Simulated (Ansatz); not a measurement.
# CH₅ClMoN₂O: a ladder of functionals and wavefunction methods

One table from this session's results is given with a row withheld; the runs are named, their logs left out.

The runs use Ansatz 0.2.0, Gaussian basis; functionals in def2-TZVPP, the program's frozen cores in correlated methods.

Plan: LDA (SPW92), PBE-D4, revPBE-D4, BLYP-D4, r2SCAN-D4, B97M-V, PBE0-D4, B3LYP-D4, r2SCANh-D4, r2SCAN0-D4, HSE06-D4, BHLYP-D4, CAM-B3LYP-D4, LC-ωPBE, ωB97X-V, ωB97M-V, B2PLYP, PBE-QIDH; CCSD(T)/def2-SVP; MP2/def2-TZVPP; MP2/def2-QZVPP; RPA on PBE.

## Structure used throughout

An earlier PBE0-D4 in a triple-zeta def2 set relaxation fixed the geometry. Mo takes the def2 core potential; no spin-orbit term is included.

SMILES `C[O][Mo](=[NH])(=[NH])[Cl]`, 11 atoms, charge 0, spin multiplicity 1.

Atoms are counted from 1 here; the program's logs count them from 0.

Bond lengths: C1–O2 1.404 Å, C1–H7 1.094 Å, C1–H8 1.094 Å, C1–H9 1.093 Å, O2–Mo3 1.860 Å, Mo3–N4 1.719 Å, Mo3–N5 1.723 Å, Mo3–Cl6 2.286 Å, N4–H10 1.010 Å, N5–H11 1.012 Å. Angles: O2–C1–H7 109.5°, O2–C1–H8 111.6°, O2–C1–H9 108.7°, H7–C1–H8 109.3°, H7–C1–H9 108.7°, H8–C1–H9 109.0°, C1–O2–Mo3 133.8°, O2–Mo3–N4 108.7°, O2–Mo3–N5 108.3°, O2–Mo3–Cl6 113.1°, N4–Mo3–N5 109.8°, N4–Mo3–Cl6 108.6°, N5–Mo3–Cl6 108.2°, Mo3–N4–H10 157.1°, Mo3–N5–H11 150.7°.

Set-up of the first run:

Contents of in.yaml:

```yaml
crystal:
  periodic: [false, false, false]
  atoms:
    - {symbol: C, position_ang: [-0.318152, -1.403203, 1.408997]}
    - {symbol: O, position_ang: [0.342347, -0.218452, 1.046738]}
    - {symbol: Mo, position_ang: [0.160806, 0.977257, -0.365808]}
    - {symbol: N, position_ang: [1.699926, 1.201143, -1.098588]}
    - {symbol: N, position_ang: [-0.937982, 0.302785, -1.509088]}
    - {symbol: Cl, position_ang: [-0.643173, 3.016741, 0.282276]}
    - {symbol: H, position_ang: [0.360499, -2.252418, 1.285643]}
    - {symbol: H, position_ang: [-1.214083, -1.565676, 0.802336]}
    - {symbol: H, position_ang: [-0.607618, -1.335332, 2.461247]}
    - {symbol: H, position_ang: [2.381939, 1.218982, -1.843491]}
    - {symbol: H, position_ang: [-1.159109, 0.001271, -2.449564]}
basis:
  gaussian: {orbitals: def2-TZVPP}
hamiltonian: {xc: lda}
output: {orbitals: {seedname: orbitals}}
```

Started as:

```
> ansatz run in.yaml --threads 4 --pin off --events-out ev --progress --plain --max-ram 11315MiB
```

Steps of the session up to this table: LDA; PBE-D4 (GGA); revPBE-D4 (GGA); BLYP-D4 (GGA); r2SCAN-D4 (meta-GGA); B97M-V (meta-GGA); B3LYP-D4 (hybrid); r2SCANh-D4 (hybrid); r2SCAN0-D4 (hybrid); HSE06-D4 (hybrid); BHLYP-D4 (hybrid); CAM-B3LYP-D4 (range-separated); LC-ωPBE (range-separated); ωB97X-V (range-separated); ωB97M-V (range-separated); B2PLYP (double hybrid); PBE-QIDH (double hybrid).

One table of the session follows, with a row left open; its other results are not shown here.

It belongs to the step «Frontier levels by functional». 

```
  functional  HOMO (eV)  LUMO (eV)  gap (eV)
 LDA (SPW92)      -6.67      -2.75      3.92
      PBE-D4      -6.50      -2.54      3.96
   revPBE-D4      -6.43      -2.46      3.98
     BLYP-D4      -6.37      -2.44      3.93
   r2SCAN-D4      -6.80      -2.50      4.30
      B97M-V      -6.87      -2.47      4.40
     PBE0-D4      -7.87      -1.81      6.06
    B3LYP-D4      -7.63      -2.03      5.61
  r2SCANh-D4      -7.31      -2.22      5.10
  r2SCAN0-D4      -8.09      -1.79      6.30
    HSE06-D4      -7.47      -2.19      5.29
    BHLYP-D4      -9.13      -0.93      8.20
CAM-B3LYP-D4      -9.23      -0.77      8.45
     LC-ωPBE     -10.56       0.33     10.89
     ωB97X-V     -10.21       0.27     10.48
     ωB97M-V          ?          ?         ?
```

Estimate the missing values for ωB97M-V.

The run gave: HOMO (eV): -10.12; LUMO (eV): 0.22; gap (eV): 10.34. In the column «HOMO (eV)» it lies between ωB97X-V (-10.21) and CAM-B3LYP-D4 (-9.23).
